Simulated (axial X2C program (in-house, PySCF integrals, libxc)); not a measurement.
# A two-component session on GeZn: EOM-EE-CCSD levels

Aim: EOM-EE-CCSD levels of GeZn, with spin–orbit coupling in the Hamiltonian from the start.

Computed with an in-house X2C program for linear molecules on PySCF integrals. Level: two-component X2C with atomic mean-field terms, Ge dyall-acv3z, Zn dyall-acv3z.

All values are calculated.

### Step 1. Set-up

The input, task.json:

```json
{"zs": [32, 30], "q": 0, "bas": ["dyall-acv3z", "dyall-acv3z"], "r0": 2.39, "eom": "ee", "thr": -1.0, "nmax": 88}
```

Keys: zs atomic numbers; q charge; bas basis sets; r0 starting distance in Å; eom kind of EOM run; thr threshold in hartree for freezing inner shells (an s shell follows its p shell); nmax most natural virtual spinors.

On the command line:

```
python soeom.py task.json out
```

After this run come: EOM-EE-CCSD at 2.443 Å.

What does the calculation give? Wanted: next root led by one particle; T1 of the reference.

As calculated:

```
                     quantity                          value
       lowest root at 2.443 Å               Ω = 1, -0.269 eV
next root led by one particle  Ω = 2, about 5830 cm⁻¹ higher
          T1 of the reference                          0.020
```

The lowest root lies 0.27 eV below the closed-shell reference. The closed-shell reference lies 0.63 eV above the lowest determinant found, so these energies count from an excited configuration. Errors of 0.1 to 0.3 eV are usual at this size, and roots led by higher excitations are left out, so the list is incomplete, and low states of that kind can be missing. T1 or the largest double amplitude of the reference is raised, which lowers the reliability.
